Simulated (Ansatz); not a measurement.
# C₂H₆OSSi: a ladder of functionals and wavefunction methods

One table from this session's results is given with a row withheld; the runs are named, their logs left out.

Program: Ansatz 0.2.0, Gaussian basis. Level of theory: functionals in def2-TZVPP, the program's frozen cores in correlated methods. These are calculated values, not measurements.

Levels to be run: PBE-D4, r2SCAN-D4, PBE0-D4, B3LYP-D4, ωB97X-V, ωB97M-V, B2PLYP; CCSD(T)/def2-TZVPP; MP2/def2-QZVPP; extrapolation to the limit.

**Structure used throughout**

The geometry comes from an earlier relaxation with PBE0-D4 in a triple-zeta def2 set; it is a stationary point, not always the lowest conformer.

11 atoms, charge 0, spin multiplicity 1.

Atoms are counted from 1 here; the program's logs count them from 0.

Bond lengths: Si1–O2 1.656 Å, Si1–H6 1.486 Å, Si1–H7 1.486 Å, Si1–H8 1.478 Å, O2–C3 1.358 Å, C3–C4 1.329 Å, C3–H9 1.087 Å, C4–S5 1.742 Å, C4–H10 1.082 Å, S5–H11 1.342 Å. Angles: O2–Si1–H6 110.3°, O2–Si1–H7 110.3°, O2–Si1–H8 105.5°, H6–Si1–H7 108.8°, H6–Si1–H8 111.0°, H7–Si1–H8 111.0°, Si1–O2–C3 124.5°, O2–C3–C4 122.0°, O2–C3–H9 117.2°, C4–C3–H9 120.8°, C3–C4–S5 126.4°, C3–C4–H10 119.0°, S5–C4–H10 114.6°, C4–S5–H11 95.9°.

The first run:

in.yaml

```yaml
crystal:
  periodic: [false, false, false]
  atoms:
    - {symbol: Si, position_ang: [-1.450507, 0.769986, -1.053772]}
    - {symbol: O, position_ang: [-0.473142, -0.099468, -0.038845]}
    - {symbol: C, position_ang: [0.853774, 0.130288, 0.134578]}
    - {symbol: C, position_ang: [1.596564, -0.610866, 0.950029]}
    - {symbol: S, position_ang: [1.048964, -1.957166, 1.910788]}
    - {symbol: H, position_ang: [-0.966312, 0.660534, -2.454655]}
    - {symbol: H, position_ang: [-1.457110, 2.203002, -0.659399]}
    - {symbol: H, position_ang: [-2.796486, 0.175192, -0.911227]}
    - {symbol: H, position_ang: [1.292672, 0.953830, -0.422812]}
    - {symbol: H, position_ang: [2.648985, -0.382898, 1.052591]}
    - {symbol: H, position_ang: [-0.232004, -1.899636, 1.513223]}
basis:
  gaussian: {orbitals: def2-TZVPP}
hamiltonian: {xc: pbe, dispersion: d4}
output: {forces: true, orbitals: {seedname: orbitals}}
```

Started as:

```bash
$ ansatz run in.yaml --threads 4 --pin off --events-out ev --progress --plain --max-ram 10444MiB
```

Steps of the session up to this table: PBE-D4 (GGA); r2SCAN-D4 (meta-GGA); PBE0-D4 (hybrid); B3LYP-D4 (hybrid); ωB97X-V (range-separated); ωB97M-V (range-separated); B2PLYP (double hybrid); CCSD(T) in def2-TZVPP; MP2 in def2-QZVPP.

One of the session's tables, all rows but one given; the rest of the session is left out.

It belongs to the step «Atomisation energies». 

```
            method  atomisation energy (kcal/mol)
            PBE-D4                          974.9
         r2SCAN-D4                          960.2
           PBE0-D4                          956.3
          B3LYP-D4                          956.4
           ωB97X-V                          960.4
           ωB97M-V                          960.4
            B2PLYP                          945.4
     HF/def2-TZVPP                          687.6
    MP2/def2-TZVPP                          945.5
   CCSD/def2-TZVPP                          914.4
CCSD(T)/def2-TZVPP                          930.2
           MP2/CBS                          972.5
       CCSD(T)/CBS                              ?
```

Q: Estimate the row for CCSD(T)/CBS from the others.

As computed: atomisation energy (kcal/mol): 957.2. In the column «atomisation energy (kcal/mol)» it lies between B3LYP-D4 (956.4) and r2SCAN-D4 (960.2).

To keep in mind: Free atoms (1 Si, 1 O, 2 C, 1 S, 6 H) were run apart at each level; the atomisation energy is their sum less the molecule, without zero-point or spin-orbit terms.
